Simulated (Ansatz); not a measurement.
# CH6OSn + H2: a complex and its separated parts

The complex below is one end of an elementary step. How strongly is it bound against its free parts?

Computed with Ansatz 0.2.0, Gaussian basis. Level: PBE0-D4/def2-TZVP structures, single points in def2-TZVPP, no counterpoise correction.

Levels: SPW92, PBE-D4, BLYP-D4, r2SCAN-D4, B97M-V, PBE0-D4, B3LYP-D4, r2SCAN0-D4, BHLYP-D4, CAM-B3LYP-D4, wB97X-V, wB97M-V, B2PLYP, PBE-QIDH, RPA on PBE, Hartree-Fock, MP2, CCSD, CCSD(T).

Cores are frozen in the correlated methods. Filled d shells of the heavier atoms are correlated. Core potentials replace the inner electrons past krypton, and spin-orbit coupling is left out. B3LYP uses VWN-RPA correlation. B2PLYP carries no dispersion term here.

88 further runs of the same task are left out: 88 set aside as unsound or not needed.

### Step 1. Where the work starts

The complex: 11 atoms, charge 0, spin multiplicity 1.

Atoms are counted from 1 here; the program's logs count them from 0.

Bond lengths: Sn1–O2 1.970 Å, Sn1–H4 1.709 Å, Sn1–H5 1.698 Å, Sn1–H6 1.709 Å, O2–C3 1.403 Å, C3–H9 1.100 Å, C3–H10 1.100 Å, C3–H11 1.094 Å, H7–H8 0.749 Å. Angles: O2–Sn1–H4 107.1°, O2–Sn1–H5 103.7°, O2–Sn1–H6 107.4°, H4–Sn1–H5 113.5°, H4–Sn1–H6 111.1°, H5–Sn1–H6 113.5°, Sn1–O2–C3 119.0°, O2–C3–H9 112.6°, O2–C3–H10 112.5°, O2–C3–H11 108.4°, H9–C3–H10 107.9°, H9–C3–H11 107.6°, H10–C3–H11 107.6°.

As a file:

| atom | x (Å) | y (Å) | z (Å) |
| --- | --- | --- | --- |
| Sn1 | -0.74522 | 1.46187 | -0.00222 |
| O2 | 0.34679 | -0.06129 | -0.60914 |
| C3 | -0.23115 | -1.33940 | -0.64968 |
| H4 | -2.07840 | 1.57816 | -1.06484 |
| H5 | 0.31597 | 2.78316 | -0.10251 |
| H6 | -1.25734 | 1.11933 | 1.59142 |
| H7 | 2.17475 | -0.20855 | 1.11538 |
| H8 | 2.60925 | -0.21113 | 1.72537 |
| H9 | -0.55542 | -1.68781 | 0.34170 |
| H10 | -1.09756 | -1.38903 | -1.32505 |
| H11 | 0.51833 | -2.04520 | -1.02044 |

Its parts: CH6OSn holds atoms 1, 2, 3, 4, 5, 6, 9, 10, 11; H2 holds atoms 7, 8. Each part counts its atoms afresh in its own runs.

### Step 2. Relaxing CH6OSn alone

relax-a/in.yaml reads:

```yaml
crystal:
  periodic: [false, false, false]
  atoms:
    - {symbol: Sn, position_ang: [-0.745218, 1.461868, -0.002221]}
    - {symbol: O, position_ang: [0.346786, -0.061291, -0.609138]}
    - {symbol: C, position_ang: [-0.231153, -1.339399, -0.649676]}
    - {symbol: H, position_ang: [-2.078403, 1.578157, -1.064838]}
    - {symbol: H, position_ang: [0.315974, 2.783161, -0.102506]}
    - {symbol: H, position_ang: [-1.257335, 1.119327, 1.591418]}
    - {symbol: H, position_ang: [-0.555420, -1.687807, 0.341700]}
    - {symbol: H, position_ang: [-1.097556, -1.389033, -1.325053]}
    - {symbol: H, position_ang: [0.518326, -2.045200, -1.020441]}
basis:
  gaussian: {orbitals: def2-TZVP}
hamiltonian: {xc: pbe0, dispersion: d4}
relax: {f_tol: 0.005, max_steps: 200}
```

On the command line:

```bash
$ ansatz run in.yaml --threads 4 --pin off --events-out ev --progress --plain --max-ram 9574MiB
```

The runs that follow: Relaxing H2 alone; SPW92/def2-TZVPP; PBE-D4/def2-TZVPP; BLYP-D4/def2-TZVPP; r2SCAN-D4/def2-TZVPP; B97M-V/def2-TZVPP; PBE0-D4/def2-TZVPP; B3LYP-D4/def2-TZVPP; r2SCAN0-D4/def2-TZVPP; BHLYP-D4/def2-TZVPP; CAM-B3LYP-D4/def2-TZVPP; wB97X-V/def2-TZVPP; wB97M-V/def2-TZVPP; B2PLYP/def2-TZVPP; PBE-QIDH/def2-TZVPP; RPA on PBE/def2-TZVPP; CCSD(T)/def2-TZVPP; Vibrations of CH6OSn; Vibrations of H2.

What does the calculation give? Wanted: complex less parts, CCSD(T)/def2-TZVPP; with zero-point energy; largest T1 diagnostic.

The runs gave:

| quantity | value |
| --- | --- |
| complex less parts, CCSD(T)/def2-TZVPP | -1.06 kcal/mol |
| with zero-point energy | +0.20 kcal/mol |
| largest T1 diagnostic | 0.013 |

**Reading.** At CCSD(T) the complex lies 1.06 kcal/mol below its parts. r2SCAN0-D4 is the best functional here (+0.01 kcal/mol from CCSD(T)); SPW92 is the worst (-1.18 kcal/mol). Mean unsigned error by rung: LDA 1.18, GGA 0.28, meta-GGA 0.07, hybrid 0.15, range-separated hybrid 0.14, double hybrid 0.28 kcal/mol. PBE-D4 gives a relative energy 0.43 kcal/mol too low, an error of 40 % of the reference. The complex's frequency run has imaginary modes: the structure is no minimum, so both the energy and the zero-point correction are in doubt. No counterpoise was applied, and triple zeta lacks some correlation, so the CCSD(T) reference has a basis error of its own, and close matches with it are partly luck.
